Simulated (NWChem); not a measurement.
# A workflow on the pair BH3···BH2OF

Wanted: the energy (singlet B2H5OF, BLYP-D3(0)/def2-SVPD), then a single-point energy (singlet BH3, BLYP-D3(0)/def2-SVPD), then the energy (singlet BH2OF, BLYP-D3(0)/def2-SVPD), then the energy (singlet BH3, BLYP-D3(0)/def2-SVPD), then a single-point energy (singlet BH2OF, BLYP-D3(0)/def2-SVPD) of B2FH5O and its partners. 

The results are computed with NWChem 7.3.0.

## 1. The molecule

The species is B2H5OF (9 atoms), meant as a singlet with charge 0. The two molecules were placed rigidly side by side, at 1.3 times their contact distance; the pair isn't optimised.

Bond lengths: O5–B6 1.344 Å, B6–F7 1.332 Å, B1–H2 1.193 Å, B1–H3 1.193 Å, B1–H4 1.193 Å, O5–H8 0.963 Å, B6–H9 1.192 Å. Angles: O5–B6–F7 120.3°, O5–B6–H9 120.1°, F7–B6–H9 119.6°, B6–O5–H8 113.4°, H2–B1–H3 120.0°, H2–B1–H4 120.0°, H3–B1–H4 120.0°.

## 2. A single-point energy at BLYP-D3(0)/def2-SVPD (run 1)

Contents of geom.nw:

```
echo
start geom
title "B2FH5O energy"
memory 2200 mb
charge 0

geometry units angstrom noautosym nocenter noautoz
B      0.000030    -0.000030    -0.000050
H      0.968320     0.396780     0.573850
H     -0.290070    -1.156720     0.048050
H     -0.678280     0.759980    -0.621850
O     -3.496510     2.147570    -4.208830
B     -2.861060     3.202240    -3.669390
F     -1.682860     3.041530    -3.069280
H     -3.016400     1.318820    -4.108600
H     -3.349860     4.287730    -3.725720
end

basis spherical bse
* library def2-SVPD
end

dft
xc becke88 lyp
disp vdw 3
grid fine
convergence energy 1e-08
iterations 100
mulliken
print low
end

task dft
```

On the command line:

```sh
$ nwchem geom.nw > geom.out
```

Log:

```text
[...]
 d= 0,ls=0.0,diis     1   -227.5209299521 -3.19D+02  1.71D-02  7.54D-01     1.9
[...]
 d= 0,ls=0.0,diis     8   -227.6168825509 -6.99D-09  5.10D-06  5.37D-07    12.8
         Total DFT energy =     -227.616882550902
      One electron energy =     -491.848067708260
           Coulomb energy =      202.159153963047
    Exchange-Corr. energy =      -28.922846361847
 Nuclear repulsion energy =       90.997182427810
    Dispersion correction =       -0.002304871653
[...]
      Total Density - Mulliken Population Analysis
     ---------------------------------------------
    Atom       Charge   Shell Charges
 -----------   ------   -------------------------------------------------------
    1 B    5     6.33   1.98  0.94  0.92 -0.07  1.47  1.05  0.02  0.01
    2 H    1     0.58   0.77 -0.18  0.01 -0.02
    3 H    1     0.59   0.77 -0.18  0.01 -0.02
    4 H    1     0.51   0.77 -0.25  0.01 -0.02
    5 O    8     8.08   1.99  1.10  0.52  0.05  2.92  1.41  0.08  0.01 -0.00
    6 B    5     5.05   1.98  0.82  0.17  0.01  1.60  0.26  0.19  0.02
    7 F    9     9.36   1.99  1.15  0.70  0.19  3.37  1.77  0.17  0.01  0.00
    8 H    1     0.92   0.72  0.09  0.07  0.05
    9 H    1     0.60   0.78 -0.18  0.01 -0.02
[...]
```

Run time: 14 s. Hardware: 1 thread of Intel Xeon 6975P-C (Granite Rapids), shared host; peak memory 0.12 GiB.

## 3. BH3: the energy at BLYP-D3(0)/def2-SVPD (run 2)

Contents of mol.nw:

```
start mol
title "BH3"
memory stack 880 mb heap 220 mb global 1100 mb
charge 0
geometry noautosym nocenter noautoz
  B        0.000030      -0.000030      -0.000050
  H        0.968320       0.396780       0.573850
  H       -0.290070      -1.156720       0.048050
  H       -0.678280       0.759980      -0.621850
end
basis spherical bse
  * library def2-SVPD
end
dft
  xc becke88 lyp
  mult 1
  disp vdw 3
  grid fine
  convergence energy 1e-08
  iterations 100
  mulliken
  print low
end
task dft
```

On the command line:

```sh
$ nwchem mol.nw > mol.out
```

Log:

```text
[...]
 d= 0,ls=0.0,diis     1    -26.5459555002 -3.40D+01  2.20D-02  6.96D-02     0.2
[...]
 d= 0,ls=0.0,diis     6    -26.5580405533 -9.57D-10  7.21D-08  1.13D-12     0.8
         Total DFT energy =      -26.558040553342
      One electron energy =      -48.989820499733
           Coulomb energy =       20.103466547415
    Exchange-Corr. energy =       -5.090242740356
 Nuclear repulsion energy =        7.418843803241
    Dispersion correction =       -0.000287663909
[...]
      Total Density - Mulliken Population Analysis
     ---------------------------------------------
    Atom       Charge   Shell Charges
 -----------   ------   -------------------------------------------------------
    1 B    5     6.25   1.98  0.93  0.90 -0.07  1.47  1.00  0.02  0.01
    2 H    1     0.58   0.77 -0.18  0.01 -0.02
    3 H    1     0.58   0.77 -0.18  0.01 -0.02
    4 H    1     0.58   0.77 -0.18  0.01 -0.02
[...]
```

Run time: 1.3 s. Hardware: 1 thread of Intel Xeon 6975P-C (Granite Rapids), shared host; peak memory 0.11 GiB.

## 4. BH2OF: the energy at BLYP-D3(0)/def2-SVPD (run 3)

Contents of bfh2o.nw:

```
START bfh2o
TITLE "BFH2O BLYP"
memory stack 880 mb heap 220 mb global 1100 mb

GEOMETRY noautosym nocenter noautoz
  O    -3.496510    2.147570   -4.208830
  B    -2.861060    3.202240   -3.669390
  F    -1.682860    3.041530   -3.069280
  H    -3.016400    1.318820   -4.108600
  H    -3.349860    4.287730   -3.725720
END

BASIS spherical bse
  * library def2-SVPD
END

DFT
  xc becke88 lyp
  mult 1
  disp vdw 3
  grid fine
  convergence energy 1e-08
  maxiter 100
  mulliken
  noprint "final vectors analysis"
END

TASK dft energy
```

On the command line:

```sh
$ nwchem bfh2o.nw > bfh2o.out
```

Log:

```text
[...]
          Wavefunction type:  closed shell.
          No. of atoms     :     5
          No. of electrons :    24
[...]
          Charge           :     0
          Spin multiplicity:     1
[...]
          AO basis - number of functions:    82
[...]
              XC Information
              --------------
                    Becke 1988 Exchange Functional  1.000
              Lee-Yang-Parr Correlation Functional  1.000
[...]
 d= 0,ls=0.0,diis     1   -200.9746734579 -2.65D+02  2.21D-02  6.83D-01     0.6
[...]
 d= 0,ls=0.0,diis     8   -201.0584476954  9.75D-10  7.50D-06  5.73D-07     4.3
         Total DFT energy =     -201.058447695402
      One electron energy =     -404.238851445246
           Coulomb energy =      162.738877413877
    Exchange-Corr. energy =      -23.832612507118
 Nuclear repulsion energy =       64.275863065043
    Dispersion correction =       -0.001724221959
[...]
      Total Density - Mulliken Population Analysis
     ---------------------------------------------
    Atom       Charge   Shell Charges
 -----------   ------   -------------------------------------------------------
    1 O    8     8.08   1.99  1.10  0.52  0.05  2.92  1.41  0.07  0.01 -0.00
    2 B    5     5.05   1.98  0.82  0.16  0.01  1.60  0.27  0.19  0.02
    3 F    9     9.36   1.99  1.15  0.70  0.20  3.37  1.78  0.16  0.01  0.00
    4 H    1     0.92   0.72  0.09  0.07  0.05
    5 H    1     0.60   0.78 -0.17  0.01 -0.02
[...]
```

It took 5.1 s on 1 thread of Intel Xeon 6975P-C (Granite Rapids), shared host; peak memory 0.12 GiB.

## 5. BH3 among ghost functions: the energy at BLYP-D3(0)/def2-SVPD (with ghost functions) (run 4)

Contents of a.nw:

```
START a
TITLE "BH3 energy"
memory stack 880 mb heap 220 mb global 1100 mb
GEOMETRY noautosym nocenter noautoz
B     0.000030   -0.000030   -0.000050
H     0.968320    0.396780    0.573850
H    -0.290070   -1.156720    0.048050
H    -0.678280    0.759980   -0.621850
bqO     -3.496510     2.147570    -4.208830
bqB     -2.861060     3.202240    -3.669390
bqF     -1.682860     3.041530    -3.069280
bqH     -3.016400     1.318820    -4.108600
bqH     -3.349860     4.287730    -3.725720
END
BASIS spherical bse
B library def2-SVPD
H library def2-SVPD
bqO library O def2-SVPD
bqB library B def2-SVPD
bqF library F def2-SVPD
bqH library H def2-SVPD
END
DFT
xc becke88 lyp
disp vdw 3
grid fine
convergence energy 1e-08
maxiter 100
mulliken
print low
END
TASK dft energy
```

On the command line:

```sh
$ nwchem a.nw > a.out
```

Log:

```text
[...]
 d= 0,ls=0.0,diis     1    -26.5461377684 -3.40D+01  8.39D-03  7.06D-02     1.5
[...]
 d= 0,ls=0.0,diis     6    -26.5582658559 -1.16D-09  9.92D-08  2.25D-11     8.8
         Total DFT energy =      -26.558265855937
      One electron energy =      -48.990675591657
           Coulomb energy =       20.104026009248
    Exchange-Corr. energy =       -5.090172412861
 Nuclear repulsion energy =        7.418843803241
    Dispersion correction =       -0.000287663909
[...]
      Total Density - Mulliken Population Analysis
     ---------------------------------------------
    Atom       Charge   Shell Charges
 -----------   ------   -------------------------------------------------------
    1 B    5     6.33   1.98  0.94  0.92 -0.07  1.47  1.04  0.02  0.01
    2 H    1     0.59   0.77 -0.18  0.01 -0.02
    3 H    1     0.59   0.77 -0.18  0.01 -0.02
    4 H    1     0.51   0.77 -0.25  0.01 -0.02
    5 X    0    -0.00  -0.00  0.00 -0.00  0.00  0.00 -0.00 -0.00 -0.00  0.00
    6 X    0    -0.00  -0.00 -0.00 -0.00 -0.00 -0.00  0.00 -0.00 -0.00
    7 X    0    -0.01   0.00 -0.00  0.00  0.00 -0.00  0.00 -0.01  0.00 -0.00
    8 X    0     0.00  -0.00  0.00 -0.00  0.00
    9 X    0    -0.00   0.00  0.00 -0.00 -0.00
[...]
```

It took 9.6 s on 1 thread of Intel Xeon 6975P-C (Granite Rapids), shared host; peak memory 0.12 GiB.

## 6. BH2OF among ghost functions: a single-point energy at BLYP-D3(0)/def2-SVPD (with ghost functions) (run 5)

Contents of work.nw:

```
start work
memory total 2200 mb

geometry units angstroms noautosym nocenter noautoz
O    -3.496510    2.147570   -4.208830
B    -2.861060    3.202240   -3.669390
F    -1.682860    3.041530   -3.069280
H    -3.016400    1.318820   -4.108600
H    -3.349860    4.287730   -3.725720
bqB      0.000030    -0.000030    -0.000050
bqH      0.968320     0.396780     0.573850
bqH     -0.290070    -1.156720     0.048050
bqH     -0.678280     0.759980    -0.621850
end

basis spherical bse
O library def2-SVPD
B library def2-SVPD
F library def2-SVPD
H library def2-SVPD
bqB library B def2-SVPD
bqH library H def2-SVPD
end

dft
xc becke88 lyp
mult 1
disp vdw 3
grid fine
convergence energy 1e-08
iterations 100
mulliken
noprint "final vectors analysis"
end

task dft
```

On the command line:

```sh
$ nwchem work.nw > work.out
```

Log:

```text
[...]
          Wavefunction type:  closed shell.
          No. of atoms     :     9
          No. of electrons :    24
[...]
          Charge           :     0
          Spin multiplicity:     1
[...]
          AO basis - number of functions:   126
[...]
              XC Information
              --------------
                    Becke 1988 Exchange Functional  1.000
              Lee-Yang-Parr Correlation Functional  1.000
[...]
 d= 0,ls=0.0,diis     1   -200.9747292325 -2.65D+02  1.48D-02  6.84D-01     1.7
[...]
 d= 0,ls=0.0,diis     8   -201.0585483015  6.24D-10  4.91D-06  5.77D-07    12.1
         Total DFT energy =     -201.058548301500
      One electron energy =     -404.239001247278
           Coulomb energy =      162.738777090111
    Exchange-Corr. energy =      -23.832462987418
 Nuclear repulsion energy =       64.275863065043
    Dispersion correction =       -0.001724221959
[...]
      Total Density - Mulliken Population Analysis
     ---------------------------------------------
    Atom       Charge   Shell Charges
 -----------   ------   -------------------------------------------------------
    1 O    8     8.08   1.99  1.10  0.52  0.05  2.92  1.41  0.08  0.01 -0.00
    2 B    5     5.05   1.98  0.82  0.17  0.01  1.60  0.26  0.19  0.02
    3 F    9     9.36   1.99  1.15  0.70  0.19  3.37  1.77  0.18  0.01  0.00
    4 H    1     0.92   0.72  0.09  0.07  0.05
    5 H    1     0.60   0.78 -0.18  0.01 -0.02
    6 X    0    -0.00  -0.00 -0.00  0.00 -0.00 -0.00 -0.00 -0.00 -0.00
    7 X    0    -0.00  -0.00 -0.00 -0.00  0.00
    8 X    0    -0.00   0.00 -0.00 -0.00 -0.00
    9 X    0    -0.00  -0.00  0.00 -0.00 -0.00
[...]
```

It took 13 s on 1 thread of Intel Xeon 6975P-C (Granite Rapids), shared host; peak memory 0.12 GiB.

## 7. Outcome

| quantity | value |
| --- | --- |
| run 1, BLYP-D3(0)/def2-SVPD: total energy | -227.61688 Eh |
| run 1, BLYP-D3(0)/def2-SVPD: dispersion energy | -6.05 kJ/mol |
| BH3: total energy | -26.55804 Eh |
| BH3: dispersion energy | -0.76 kJ/mol |
| BH2OF: total energy | -201.05845 Eh |
| BH2OF: dipole moment | 1.07 D |
| BH2OF: dispersion energy | -4.53 kJ/mol |
| BH3 among ghost functions: total energy | -26.55827 Eh |
| BH3 among ghost functions: dispersion energy | -0.76 kJ/mol |
| BH2OF among ghost functions: total energy | -201.05855 Eh |
| BH2OF among ghost functions: dipole moment | 1.07 D |
| BH2OF among ghost functions: dispersion energy | -4.53 kJ/mol |
| interaction energy of the rigid parts BH3 and BH2OF (parts in their own basis; closest atoms 3.49 Å apart) | -0.011 eV |
| interaction energy of the rigid parts BH3 and BH2OF (parts in the whole basis, counterpoise; closest atoms 3.49 Å apart) | -0.002 eV |

The interaction energy of the rigid parts BH3 and BH2OF (parts in their own basis; closest atoms 3.49 Å apart) is −0.01 eV (−0.2 kcal/mol). Without counterpoise this holds the superposition error of the basis. The interaction energy of the rigid parts BH3 and BH2OF (parts in the whole basis, counterpoise; closest atoms 3.49 Å apart) is −0.00 eV (−0.0 kcal/mol). The basis-set superposition error is 0.9 kJ/mol. Mulliken charges (BH3) run from -1.25 on B1 to +0.42 on H2; in a basis this large or diffuse they mean little. Mulliken charges (BH2OF) run from -0.36 on F3 to +0.40 on H5; in a basis this large or diffuse they mean little.
